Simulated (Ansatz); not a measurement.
What does this script print? It uses Ansatz's Python interface.

The script, `run_relaxed_scan.py`:
```python
import ansatz as az
from ase import Atoms
import numpy as np


def main() -> None:
    atoms = Atoms(["C", "O", "Cu", "H", "H", "H"], positions=[
        (0.5414, -0.2026, -0.0064),
        (-0.1784, 0.9442, -0.5449),
        (-2.407, 0.5275, 0.1638),
        (0.1327, -1.0767, -0.4435),
        (1.571, -0.1067, -0.2996),
        (0.3824, -0.1497, 1.0843),
    ])
    system = az.Crystal.molecule_from_ase(atoms)

    base = (
        system.calculation()
        .basis(gaussian="def2-SVP")
        .functional("hf")
    )
    symbols = [site.symbol for site in system.cartesian_sites]
    pairs = [(0, 1), (0, 3), (0, 4), (0, 5), (1, 2)]
    print("held (A)   E (eV)        ", "  ".join(f"{symbols[i]}{i}-{symbols[j]}{j}" for i, j in pairs))
    for length in [0.99, 1.07, 1.16, 1.29, 1.45]:
        r = base.relax(constraints=[az.DistanceConstraint((0, 4), at=length)], force_tolerance=0.02, max_steps=60).run().report
        xyz = np.array(r["positions_ang"])
        print(f"{length:6.2f} {r['free_energy_ev']:14.5f}  ", "  ".join(f"{np.linalg.norm(xyz[i] - xyz[j]):.3f}" for i, j in pairs))


if __name__ == "__main__":
    main()
```

`python run_relaxed_scan.py` gives:
```text
held (A)   E (eV)         C0-O1  C0-H3  C0-H4  C0-H5  O1-Cu2
DeckWarning: relax.constraints: the input's atoms, or those drawn, lie off the distances that are held; a relaxation that starts there is brought onto them ahead of its first SCF, by positions alone, [...]
  0.99   -47702.71948   1.366  1.108  0.990  1.108  1.843
  1.07   -47702.96027   1.362  1.107  1.070  1.107  1.845
  1.16   -47702.93010   1.355  1.106  1.160  1.106  1.846
  1.29   -47702.57967   1.344  1.104  1.290  1.104  1.848
  1.45   -47701.94920   1.328  1.100  1.450  1.100  1.850
```
(Warnings from the package without file and line, shortened, repeats left out.)

Total energies depend on the basis set; only differences at equal settings carry meaning. The energies are electronic: no zero-point or thermal terms, and the basis set is short of its limit. The whole script took 53 s on 1 thread of Arm Neoverse V2, with other jobs on the host, peak memory 0.21 GiB.
